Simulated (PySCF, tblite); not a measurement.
# C₈H₇ClSi: infrared bands, NMR shifts and electronic excitations in gas and solvents

Aim: compute the infrared bands, NMR shifts and electronic excitations of C₈H₇ClSi (`Clc1cccc2c1C=C[SiH2]2`), and see what a dielectric continuum does where one was used.

Programs: tblite 0.8.0 and PySCF 2.14.0, with density-fitted response routines of our own. Each step states its level of theory. These are calculated values for one molecule, in the gas phase or a continuum, unless marked as measured. Atoms are numbered from 0 throughout.

## Step 1: The molecule as given

17 atoms, charge 0, multiplicity 1; geometry from: force field or distance geometry start.

Bonds of the start (Å): Cl0–C1 1.71, C1–C2 1.42, C2–C3 1.39, C3–C4 1.40, C4–C5 1.40, C5–C6 1.42, C6–C7 1.47, C7–C8 1.35, C8–Si9 1.87, C6–C1 1.39, Si9–C5 1.88, C2–H10 1.08, C3–H11 1.09, C4–H12 1.08, C7–H13 1.08, C8–H14 1.09, Si9–H15 1.49, Si9–H16 1.48.

## Step 2: Relaxing the molecule with GFN2-xTB

Job settings and geometry (Å):

```
{"job": {"kind": "relax", "xc": "GFN2-xTB", "basis": "xTB"}, "charge": 0, "multiplicity": 1}
Cl     0.544100     3.290200    -0.379700
C      0.793900     1.601500    -0.215800
C      2.125900     1.121300    -0.204200
C      2.386500    -0.236300    -0.079100
C      1.344700    -1.163400     0.077500
C      0.029900    -0.691800     0.068800
C     -0.253200     0.695200    -0.070200
C     -1.692200     1.012300    -0.038700
C     -2.495500    -0.065500     0.105600
Si    -1.563700    -1.675100     0.245500
H      2.941900     1.819600    -0.317400
H      3.414400    -0.594300    -0.072300
H      1.562100    -2.219300     0.185600
H     -2.054400     2.023100    -0.141000
H     -3.582200    -0.036700     0.147600
H     -1.706900    -2.300800     1.590100
H     -1.802300    -2.568000    -0.912300
```

Command:

```
> OMP_NUM_THREADS=1 python probes_run.py task.json out
```

The driver reads the jobs from task.json and runs them one after another.

The log of the run:

```text
step      E/eV     max force
  0    -733.01097    1.326
  1    -733.06089    0.521
  2    -733.08088    0.428
  3    -733.10021    0.315
  4    -733.10854    0.245
  5    -733.11509    0.196
  6    -733.11909    0.159
  7    -733.12359    0.221
  8    -733.12844    0.218
  9    -733.13196    0.120
 10    -733.13360    0.084
 11    -733.13437    0.067
 12    -733.13493    0.068
 13    -733.13543    0.049
 14    -733.13578    0.037
 15    -733.13597    0.031
 16    -733.13608    0.024
 17    -733.13617    0.021
 18    -733.13625    0.019
 19    -733.13632    0.020
 20    -733.13638    0.017
 21    -733.13643    0.017
 22    -733.13647    0.017
 23    -733.13650    0.014
 24    -733.13653    0.011
 25    -733.13655    0.014
 26    -733.13657    0.015
 27    -733.13658    0.010
```

Wall time 1.3 s (1 thread of Intel Xeon at 2.50GHz, shared host); peak memory 0.18 GiB.

Relaxation path:

| step | energy from step 0 (eV) | largest force (eV/Å) |
| --- | --- | --- |
| 0 | 0.0000 | 1.3264 |
| 1 | -0.0499 | 0.5207 |
| 2 | -0.0699 | 0.4285 |
| 3 | -0.0892 | 0.3147 |
| 4 | -0.0976 | 0.2450 |
| 5 | -0.1041 | 0.1956 |
| 6 | -0.1081 | 0.1594 |
| 7 | -0.1126 | 0.2209 |
| 8 | -0.1175 | 0.2175 |
| 9 | -0.1210 | 0.1202 |
| 10 | -0.1226 | 0.0837 |
| 11 | -0.1234 | 0.0673 |
| 12 | -0.1240 | 0.0681 |
| 13 | -0.1245 | 0.0486 |
| 14 | -0.1248 | 0.0371 |
| 15 | -0.1250 | 0.0313 |
| 16 | -0.1251 | 0.0243 |
| 17 | -0.1252 | 0.0210 |
| 18 | -0.1253 | 0.0187 |
| 19 | -0.1253 | 0.0198 |
| 20 | -0.1254 | 0.0173 |
| 21 | -0.1255 | 0.0171 |
| 22 | -0.1255 | 0.0173 |
| 23 | -0.1255 | 0.0140 |
| 24 | -0.1256 | 0.0108 |
| 25 | -0.1256 | 0.0137 |
| 26 | -0.1256 | 0.0150 |
| 27 | -0.1256 | 0.0100 |

Close pairs (by a distance rule), those that changed most:

```
   bond  before (Å)  after (Å)  change (Å)
  C1–C2       1.416      1.388      -0.028
Si9–H15       1.490      1.464      -0.026
 Cl0–C1       1.715      1.735      +0.020
  C6–C7       1.474      1.455      -0.019
  C4–C5       1.397      1.379      -0.018
Si9–H16       1.481      1.464      -0.018
 C8–Si9       1.865      1.882      +0.017
  C5–C6       1.422      1.408      -0.015
```

The end geometry stands in the next job.

## Step 3: Infrared spectrum with GFN2-xTB

Job settings and geometry (Å):

```
{"job": {"kind": "ir", "xc": "GFN2-xTB", "basis": "xTB"}, "charge": 0, "multiplicity": 1}
Cl     0.475864     3.253224    -0.376672
C      0.793579     1.556660    -0.203483
C      2.111586     1.121477    -0.208777
C      2.389177    -0.226112    -0.071721
C      1.355790    -1.143774     0.070986
C      0.044928    -0.716855     0.076573
C     -0.249657     0.652502    -0.061809
C     -1.667972     0.977657    -0.040898
C     -2.514845    -0.047965     0.105880
Si    -1.577704    -1.674417     0.246787
H      2.910396     1.838593    -0.319756
H      3.415848    -0.560580    -0.076281
H      1.579620    -2.195222     0.177705
H     -1.972652     2.009126    -0.141786
H     -3.581867     0.097848     0.132565
H     -1.711319    -2.333266     1.546929
H     -1.807769    -2.596865    -0.866153
```

The log of the run:

```text
mode    cm-1     km/mol
  1      92.5      0.04
  2     157.9      1.06
  3     186.5      0.49
  4     196.4      0.03
  5     307.7      0.01
  6     351.0      0.53
  7     365.1      1.42
  8     432.9     12.72
  9     442.4     17.15
 10     464.8     13.29
 11     528.0     39.28
 12     529.5      2.85
 13     539.4     44.12
 14     602.8     67.71
 15     649.4     66.08
 16     660.5      0.75
 17     753.4    195.63
 18     757.3     70.56
 19     779.4     12.93
 20     801.9     47.05
 21     802.0     51.73
 22     836.5     20.16
 23     895.8      0.56
 24     912.4      1.13
 25     919.5      0.12
 26    1058.9     37.55
 27    1110.4     12.76
 28    1117.0     13.41
 29    1175.0      1.68
 30    1199.1      5.29
 31    1232.3     13.21
 32    1294.7      2.65
 33    1334.4      1.19
 34    1412.2      0.85
 35    1425.7     21.47
 36    1551.7     13.15
 37    1577.2      2.57
 38    1593.8     23.44
 39    2252.6    443.67
 40    2257.3    200.47
 41    3073.6     30.76
 42    3074.8     11.98
 43    3085.9     48.71
 44    3098.9     36.07
 45    3100.7     30.30
```

It took 3.9 s on 1 thread of Intel Xeon at 2.50GHz, shared host; peak memory 0.18 GiB.

Which atoms move in the most intense modes:

| cm⁻¹ | km/mol | atoms |
| --- | --- | --- |
| 603 | 67.7 | H16 27 %, H15 27 %, C7 13 % |
| 649 | 66.1 | H15 18 %, H16 18 %, C7 15 %, C3 11 % |
| 753 | 195.6 | H16 31 %, H15 31 % |
| 757 | 70.6 | C8 23 %, Si9 15 %, C2 12 % |
| 802 | 51.7 | C8 13 %, H11 12 % |
| 2253 | 443.7 | H16 53 %, H15 43 % |
| 2257 | 200.5 | H15 54 %, H16 44 % |
| 3086 | 48.7 | H11 53 %, H12 22 %, H10 18 % |

## Step 4: Optimising the geometry at PBE0-D3(BJ)/def2-SVP

Job settings and geometry (Å):

```
{"job": {"xc": "PBE0", "basis": "def2-SVP", "d3": "d3bj", "grid": 1, "shake": 0.01, "kind": "geom"}, "charge": 0, "multiplicity": 1}
Cl     0.496270     3.227670    -0.372490
C      0.787900     1.552130    -0.205640
C      2.091390     1.119160    -0.217430
C      2.422410    -0.223850    -0.075250
C      1.352980    -1.150450     0.060430
C      0.041020    -0.712040     0.074190
C     -0.240080     0.650500    -0.061570
C     -1.652510     0.983110    -0.045950
C     -2.516670    -0.042560     0.125230
Si    -1.580400    -1.676850     0.256810
H      2.901530     1.835680    -0.310930
H      3.421650    -0.559660    -0.069580
H      1.551340    -2.185010     0.168110
H     -1.989340     2.011890    -0.134780
H     -3.586310     0.087080     0.132830
H     -1.711850    -2.319210     1.554400
H     -1.805830    -2.585750    -0.868210
```

The log of the run:

```text
step   0  E = -1057.66491005  max force = 0.052369
step   1  E = -1057.67254775  max force = 0.010031
step   2  E = -1057.67283171  max force = 0.004757
step   3  E = -1057.67286277  max force = 0.005334
step   4  E = -1057.67294945  max force = 0.001696
step   5  E = -1057.67293759  max force = 0.002063
step   6  E = -1057.67296219  max force = 0.000747
step   7  E = -1057.67296488  max force = 0.000361
optimisation converged
```

It took 6.9 min on 1 thread of Intel Xeon at 2.50GHz, shared host; peak memory 0.91 GiB.

Step by step:

```csv
step,energy from step 0 (eV),largest force component (eV/Å)
0,0.0000,2.6929
1,-0.2078,0.5158
2,-0.2156,0.2446
3,-0.2164,0.2743
4,-0.2188,0.0872
5,-0.2184,0.1061
6,-0.2191,0.0384
7,-0.2192,0.0186
```

Close pairs (by a distance rule), those that changed most:

```
   bond  before (Å)  after (Å)  change (Å)
Si9–H15       1.454      1.495      +0.041
 C3–H11       1.054      1.092      +0.038
 C4–H12       1.059      1.093      +0.034
Si9–H16       1.464      1.495      +0.031
 Cl0–C1       1.709      1.736      +0.027
  C1–C6       1.375      1.398      +0.023
  C1–C2       1.374      1.397      +0.023
  C3–C4       1.422      1.399      -0.023
```

The next job starts from the end point, and lists it.

```csv
at the end point,value
point group (found at 0.08 Å tolerance),Cs
"rotational constants (GHz, main isotopes)","1.619, 0.840, 0.557"
dipole moment (D),1.06
```

## Step 5: Nuclear shieldings: PBE0/pcSseg-1

Job settings and geometry (Å):

```
{"job": {"kind": "nmr", "xc": "PBE0", "basis": "pcSseg-1"}, "charge": 0, "multiplicity": 1}
Cl    -0.061716     6.460190     0.456718
C      0.246444     4.759533     0.622110
C      1.570538     4.315471     0.624370
C      1.846315     2.958154     0.755304
C      0.803823     2.034280     0.884370
C     -0.514154     2.474310     0.882237
C     -0.810293     3.853181     0.749725
C     -2.244106     4.192990     0.760702
C     -3.125224     3.178662     0.892810
Si    -2.165363     1.579282     1.031212
H      2.375702     5.044961     0.522434
H      2.884935     2.619804     0.755931
H      1.035541     0.971045     0.986456
H     -2.536349     5.242848     0.662079
H     -4.202572     3.355571     0.909186
H     -2.338919     0.864547     2.332787
H     -2.419427     0.603569    -0.072471
```

With the program's defaults for keys left out, this is: GIAO PBE0/pcSseg-1 NMR shielding, non-relativistic, gas phase.

The log of the run:

```text
coarse grid: 16280 points
cycle   1  E = -1057.9309012450  dE =  1.657e+00  |g| = 4.143e-01  |ddm| = 4.425e+00
cycle   2  E = -1057.8988085189  dE =  3.209e-02  |g| = 5.519e-01  |ddm| = 1.038e+00
cycle   3  E = -1057.9732870304  dE = -7.448e-02  |g| = 1.204e-01  |ddm| = 6.490e-01
cycle   4  E = -1057.9770064682  dE = -3.719e-03  |g| = 4.161e-02  |ddm| = 2.024e-01
cycle   5  E = -1057.9774599290  dE = -4.535e-04  |g| = 1.315e-02  |ddm| = 7.181e-02
cycle   6  E = -1057.9775006194  dE = -4.069e-05  |g| = 2.912e-03  |ddm| = 1.696e-02
cycle   7  E = -1057.9775021153  dE = -1.496e-06  |g| = 1.706e-03  |ddm| = 4.597e-03
final grid: 150944 points
cycle   8  E = -1058.0353808290  dE = -3.383e-05  |g| = 7.569e-03  |ddm| = 5.996e-02
cycle   9  E = -1058.0353718459  dE =  8.983e-06  |g| = 9.369e-03  |ddm| = 1.998e-02
cycle  10  E = -1058.0353953151  dE = -2.347e-05  |g| = 1.680e-03  |ddm| = 1.174e-02
cycle  11  E = -1058.0353960052  dE = -6.901e-07  |g| = 5.221e-04  |ddm| = 2.346e-03
cycle  12  E = -1058.0353960784  dE = -7.320e-08  |g| = 9.012e-05  |ddm| = 7.707e-04
cycle  13  E = -1058.0353960801  dE = -1.723e-09  |g| = 3.517e-05  |ddm| = 1.477e-04
cycle  14  E = -1058.0353960804  dE = -2.651e-10  |g| = 1.426e-05  |ddm| = 4.946e-05
converged SCF energy = -1058.0353960804

GIAO shielding tensors (ppm)
atom      isotropic    diamagn.    paramagn.     s11        s22        s33       span
  0 Cl     733.237    1141.721    -408.484    552.766    665.293    981.653    428.888
  1 C       42.784     246.334    -203.550    -43.422     54.722    117.053    160.476
  2 C       47.451     251.588    -204.136    -51.374     40.274    153.455    204.829
  3 C       50.562     254.398    -203.836    -57.154     40.425    168.415    225.569
  4 C       47.733     251.091    -203.358    -62.821     32.545    173.475    236.297
  5 C       44.371     259.550    -215.180    -41.414     -0.048    174.575    215.988
  6 C       32.054     253.430    -221.376    -58.504     12.951    141.715    200.219
  7 C       25.087     245.643    -220.556    -96.666     37.364    134.563    231.229
  8 C       51.075     267.022    -215.947    -61.100     45.206    169.118    230.218
  9 Si     387.611     882.114    -494.503    312.005    392.759    458.069    146.065
 10 H       23.838      27.998      -4.160     19.537     23.325     28.653      9.117
 11 H       24.005      31.277      -7.272     20.583     24.725     26.706      6.122
 12 H       23.729      34.806     -11.077     19.722     23.941     27.526      7.804
 13 H       23.295      28.778      -5.483     19.548     20.625     29.711     10.162
 14 H       24.763      27.533      -2.770     23.834     23.871     26.583      2.749
 15 H       26.337      29.201      -2.865     22.918     24.524     31.568      8.651
 16 H       26.336      30.274      -3.938     22.899     24.533     31.576      8.677
```

Wall time 2.8 min (1 thread of Intel Xeon at 2.50GHz, shared host); peak memory 1 GiB.

The references, computed at this level on geometries of the same kind, shield at (ppm): ¹H TMS 31.27, ¹³C TMS 184.4, ²⁹Si TMS 352.0, ³⁵Cl HCl 943. Their shielding less the atom's gives the shift. The references are single molecules in the gas phase. Atoms listed in one row are averaged.

```csv
atoms,environment,σ (ppm),δ (ppm),δ scaled to CDCl3
C7,alkene CH,25.1,159.3,154.2
C6,substituted aromatic carbon,32.1,152.4,147.4
C1,aromatic carbon bearing chlorine,42.8,141.6,137.0
C5,substituted aromatic carbon,44.4,140.0,135.5
C2,aromatic CH,47.5,137.0,132.5
C4,aromatic CH,47.7,136.7,132.2
C3,aromatic CH,50.6,133.8,129.5
C8,alkene CH,51.1,133.3,129.0
H13,hydrogen on an alkene CH,23.29,7.97,7.77
H12,hydrogen on an aromatic CH,23.73,7.54,7.36
H10,hydrogen on an aromatic CH,23.84,7.43,7.26
H11,hydrogen on an aromatic CH,24.00,7.26,7.10
H14,hydrogen on an alkene CH,24.76,6.50,6.38
"H15, H16","hydrogen on a silicon bonded to 2 C, in a 5-membered ring",26.34,4.93,–
Cl0,chlorine bonded to C,733,210,–
Si9,"silicon bonded to 2 C, 2 H, in a 5-membered ring",387.6,-35.6,–
```

The scaled column applies a straight-line fit of computed shieldings to shifts measured in CDCl3, with any fitted terms for Cl, Br or S neighbours (root-mean-square error 0.21 ppm for H, 2.0 ppm for C).

Charges from the same density, by scheme (e):

| atoms | Mulliken | IAO | Hirshfeld | ESP fit |
| --- | --- | --- | --- | --- |
| Cl0 | -0.10 | -0.04 | -0.02 | -0.06 |
| C1 | -0.18 | -0.02 | 0.01 | -0.26 |
| C2 | 0.04 | -0.15 | -0.06 | 0.04 |
| C3 | -0.07 | -0.15 | -0.04 | -0.28 |
| C4 | -0.04 | -0.14 | -0.05 | -0.09 |
| C5 | -0.33 | -0.27 | -0.09 | -0.27 |
| C6 | -0.06 | -0.01 | -0.01 | 0.46 |
| C7 | -0.01 | -0.12 | -0.04 | -0.30 |
| C8 | -0.36 | -0.43 | -0.14 | -0.34 |
| Si9 | 0.75 | 0.75 | 0.33 | 0.42 |

Mayer bond orders: Cl0–C1 1.13, C1–C2 1.37, C2–C3 1.44, C3–C4 1.41, C4–C5 1.45, C5–C6 1.37, C6–C7 1.11, C7–C8 1.82, C8–Si9 0.91, C6–C1 1.26, Si9–C5 0.85.

Ring of atoms C1, C2, C3, C4, C5, C6: NICS(0) -7.7, NICS(1) -10.2, NICS(1)zz -24.1 ppm (means of both faces).

Ring of atoms C5, C6, C7, C8, Si9: NICS(0) 2.2, NICS(1) -1.1, NICS(1)zz 4.7 ppm (means of both faces).

Orbitals, density, ELF and potential are computed afterwards from the orbital file.

Frontier orbitals at PBE0/pcSseg-1, with the share of their density that lies nearest to each atom:

```csv
orbital,energy (eV),lies on
HOMO,-6.83,"C8 21 %; C3, C6 about 15 % each; C1, C7 about 11 % each"
LUMO,-1.73,"C8 18 %; C5, C6, C7 about 13 % each; C3 10 %"
```

ELF in a plane through or near 15 of the atoms.

Ten even steps from ' ' (0.00) to '@' (1.00):
```
                                                        
                                                        
                ..::::----::                            
              ==**####%%%%**::    ..                    
            ::##@@**--::@@%%....%%@@%%..                
              ++%%**--::##++  ##@@@@@@..                
          ..    ..++%%%%==    **@@@@**....##%%==        
        %%@@@@**::++::..**++++##..++**++##@@@@@@--      
      ::@@@@@@@@==%%++..@@--::@@**++%%..**@@@@@@--      
        ++%%@@++##--++::++----++..--++--==##**--        
              **%%##--  --++::**++::==%%%%--            
        ..**%%%%##..%%++%%++::##%%--##==....            
        ##@@@@@@######**--##++####  **..::..            
        ==@@@@@@--..**%%@@++  ..::..::==--..            
          --**..  ..@@@@@@@@      ..::::..              
                  ..@@@@@@@@..                          
                    ::++++..                            
                                                        
                                                        
                                                        
```
The map spans 12.1 Å across and 11.2 Å up, centred on the molecule. Atoms in the plane (x, y in Å): Cl0 (-1.4, 3.0), C1 (-1.2, 1.3), C2 (-2.4, 0.5), C3 (-2.2, -0.9), C4 (-1.0, -1.5), C5 (0.2, -0.7), C6 (0.0, 0.7), C7 (1.3, 1.4), C8 (2.5, 0.7), Si9 (2.0, -1.1), H10 (-3.3, 1.0), H11 (-3.2, -1.5), H12 (-0.9, -2.6), H13 (1.3, 2.5), H14 (3.5, 1.2).

On the surface of density 0.002 e/bohr³ the electrostatic potential runs, from the 1st to the 99th percentile, from -0.52 V near Cl0 to 1.09 V near H16.

## Step 6: Excited states and response: B3LYP/def2-SVPD

The job, as its differences from that of step 5:

```diff
@@ -1,2 +1,2 @@
-{"job": {"kind": "nmr", "xc": "PBE0", "basis": "pcSseg-1"}, "charge": 0, "multiplicity": 1}
+{"job": {"kind": "uv", "xc": "B3LYP", "basis": "def2-SVPD", "ip": true, "dynamic": true}, "charge": 0, "multiplicity": 1}
 Cl    -0.061716     6.460190     0.456718
```

With the program's defaults for keys left out, this is: TDDFT B3LYP/def2-SVPD, vertical, gas phase, core orbitals frozen in the response.

The log of the run:

```text
coarse grid: 16280 points
cycle   1  E = -1058.1426992773  dE =  1.486e+00  |g| = 4.472e-01  |ddm| = 1.332e+01
cycle   2  E = -1058.0905515543  dE =  5.215e-02  |g| = 6.266e-01  |ddm| = 3.195e+00
cycle   3  E = -1058.1926031740  dE = -1.021e-01  |g| = 1.387e-01  |ddm| = 1.912e+00
cycle   4  E = -1058.1976109980  dE = -5.008e-03  |g| = 5.019e-02  |ddm| = 5.968e-01
cycle   5  E = -1058.1983075980  dE = -6.966e-04  |g| = 1.477e-02  |ddm| = 2.224e-01
cycle   6  E = -1058.1983633736  dE = -5.578e-05  |g| = 3.596e-03  |ddm| = 5.834e-02
cycle   7  E = -1058.1983660076  dE = -2.634e-06  |g| = 1.756e-03  |ddm| = 1.441e-02
final grid: 150944 points
cycle   8  E = -1058.3441247564  dE = -4.076e-05  |g| = 6.193e-03  |ddm| = 3.729e-01
cycle   9  E = -1058.3441077394  dE =  1.702e-05  |g| = 9.904e-03  |ddm| = 5.031e-02
cycle  10  E = -1058.3441345956  dE = -2.686e-05  |g| = 1.594e-03  |ddm| = 3.238e-02
cycle  11  E = -1058.3441353309  dE = -7.353e-07  |g| = 2.429e-04  |ddm| = 5.384e-03
cycle  12  E = -1058.3441353458  dE = -1.491e-08  |g| = 9.921e-05  |ddm| = 1.405e-03
cycle  13  E = -1058.3441353480  dE = -2.184e-09  |g| = 4.426e-05  |ddm| = 4.577e-04
cycle  14  E = -1058.3441353485  dE = -5.039e-10  |g| = 1.418e-05  |ddm| = 1.483e-04
converged SCF energy = -1058.3441353485

Static polarisability (au): isotropic 133.958, principal 79.453 146.360 176.059

Singlet excitations
state   eV       nm        f      main configurations
  1   4.1487    298.9   0.08648   H->L 0.82, H->L+1 0.09
  2   4.5295    273.7   0.02413   H-1->L 0.77, H->L+1 0.11, H->L 0.10
  3   5.2723    235.2   0.26160   H->L+1 0.73, H-1->L 0.15
  4   5.6513    219.4   0.00081   H-4->L 0.75, H-2->L 0.23
  5   5.7680    215.0   0.00296   H-2->L 0.52, H->L+2 0.33, H-4->L 0.12
  6   5.8066    213.5   0.00057   H->L+2 0.64, H-2->L 0.23, H-4->L 0.11
  7   5.8499    211.9   0.20132   H-1->L+1 0.82
  8   6.0362    205.4   0.06913   H-3->L 0.58, H->L+3 0.26, H->L+4 0.09
  9   6.1772    200.7   0.00498   H->L+4 0.66, H->L+3 0.23
 10   6.2523    198.3   0.00528   H-1->L+2 0.56, H->L+5 0.32

Triplet excitations (Tamm-Dancoff, eV): 2.9531 3.8865 4.0918 4.3888
Vertical ionisation energy (delta-SCF) = 8.3578 eV
Vertical electron affinity (delta-SCF) = 0.1930 eV
```

Run time: 15 min. Hardware: 1 thread of Intel Xeon at 2.50GHz, shared host; peak memory 1.2 GiB.

The orbitals next to the gap, with their largest atomic shares:

```csv
orbital,eV,atoms
HOMO−3,-8.66,"C7 22 %, C8 14 %, C6 13 %"
HOMO−2,-8.58,"Cl0 52 %, C5 9 %, Si9 8 %"
HOMO−1,-7.15,"C5 20 %, C2 20 %, C4 15 %"
HOMO,-6.61,"C8 20 %, C6 14 %, C3 13 %"
LUMO,-1.88,"C8 18 %, C7 16 %, C6 12 %"
LUMO+1,-0.99,"C1 20 %, C4 20 %, C2 13 %"
LUMO+2,0.04,"Si9 22 %, Cl0 18 %, H15 8 %"
```

With each of the 10 states as a Gaussian band of 0.4 eV half-width at 1/e, the curve within the window shown has maxima at 295 nm (ε 3,900), 230 nm (ε 12,000), 214 nm (ε 12,000) L/(mol cm). Beyond the last state computed it falls off for lack of states. The curve at chosen wavelengths:

nm, ε (L/mol/cm) and a bar:
```
      189       1112 ##
      195       3600 ########
      202       8191 ####################
      208      11282 ############################
      215      12171 ##############################
      221      11976 ##############################
      227      12128 ##############################
      234      11906 #############################
      240      10358 #########################
      247       7376 ##################
      253       4935 ############
      259       3316 #######
      266       2575 ######
      272       2648 ######
      279       3128 #######
      285       3583 ########
      291       3884 #########
      298       3916 #########
      304       3657 ########
      311       3106 #######
      317       2529 #####
      323       1948 ####
      330       1349 ##
      336        939 #
      343        585 #
      349        376
```

Leading natural transition orbitals of singlet state 3: the hole lies on C8 21 %; Cl0 16 %; C1, C6, C7 about 12 % each; the particle on C1 23 %; C4 16 %; C2, C8 about 9 % each.

Leading natural transition orbitals of singlet state 1: the hole lies on C1, C6, C8 about 16 % each; Cl0 12 %; C3 12 %; the particle on C5 19 %; C7, C8 about 12 % each; C2, C6 about 9 % each.

Further results of this job:

```
           property  computed
  dipole moment (D)      1.20
polarisability (Å³)     19.85
 HOMO–LUMO gap (eV)      4.72
      −ε(HOMO) (eV)      6.61
C6 with itself (au)      6045
```

[end of part 1 of 2]
